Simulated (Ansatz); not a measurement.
**MoNH3 (triplet): from Hartree-Fock to the top rungs, def2-SVP**

An exercise on one series of results from a longer session: the logs are not shown, and one member is left open.

Computed with Ansatz 0.2.0, Gaussian basis. Level: def2-SVP, core rule «outside noble gas», up to 5 orbitals frozen.

Plan: UHF; CCSD(T) on ROHF; CCSD(T) on UHF; CISD; CCSDT(Q) on UHF.

10 further runs of the same task are left out: 1 for a known fault of the program, 3 that didn't finish, 6 set aside as unsound or not needed.

### What is computed

The geometry is a PBE0/def2-TZVP stationary point (not a proven minimum). No spin-orbit coupling is included. Elements past krypton take def2 core potentials.

5 atoms, charge 0, spin multiplicity 3.

Atoms are counted from 1 here; the program's logs count them from 0.

Bond lengths: Mo1–N2 2.125 Å, N2–H3 1.019 Å, N2–H4 1.019 Å, N2–H5 1.019 Å. Angles: Mo1–N2–H3 110.0°, Mo1–N2–H4 110.0°, Mo1–N2–H5 110.0°, H3–N2–H4 109.0°, H3–N2–H5 109.0°, H4–N2–H5 109.0°.

Set-up of the first run:

Input file in.yaml:

```yaml
crystal:
  periodic: [false, false, false]
  atoms:
    - {symbol: Mo, position_ang: [-0.329671, 0.002547, 0.001939]}
    - {symbol: N, position_ang: [1.795429, -0.013873, -0.010558]}
    - {symbol: H, position_ang: [2.135822, -0.974584, -0.007520]}
    - {symbol: H, position_ang: [2.151794, 0.466817, 0.814538]}
    - {symbol: H, position_ang: [2.141968, 0.458087, -0.844829]}
basis:
  gaussian: {orbitals: def2-SVP}
magnetization: {spin_polarized: true, initial_magnetization: 2}
hamiltonian: {xc: hf}
output: {orbitals: {seedname: orbitals}}
```

Command:

```sh
$ ansatz run in.yaml --threads 1 --pin off --events-out ev --progress --plain --max-ram 4096MiB --backend cpu
```

Among the steps run: UHF; CCSD(T) on ROHF; CCSD(T) on UHF; CISD; CCSDT(Q) on UHF.

One of the session's tables, all rows but one given; the rest of the session is left out.

| method | from UCCSDT(Q) (meV) |
| --- | --- |
| ROHF | +10865.0 |
| UHF | +9835.4 |
| RMP2 | +3084.2 |
| UMP2 | +2526.2 |
| RCCSD | +2188.6 |
| UCCSD | ? |
| RCCSD(T) | +1887.5 |
| UCCSD(T) | +181.2 |
| UCCSDT | +84.1 |
| UCCSDT(Q) | 0 |

Q: Estimate the row for UCCSD from the others.

As computed: from UCCSDT(Q) (meV): +954.7. In the column «from UCCSDT(Q) (meV)» it lies between UCCSD(T) (+181.2) and RCCSD(T) (+1887.5).

Not comparable, so not listed: CISD (they don't share determinant, frozen orbitals or solution with the rows shown, or repeat one).

Limits of these values: The determinant is far from a pure spin state, so its energy mixes those of several spin states (harmless only where they are near-degenerate, as at dissociation). The program flags UCCSD(T), UCCSDT(Q) as in doubt, so the zero of the table is itself unsure. Restricted and unrestricted rows rest on different reference determinants; where their highest levels disagree by more than a few hundredths of an eV, they describe different states and don't form one ladder.
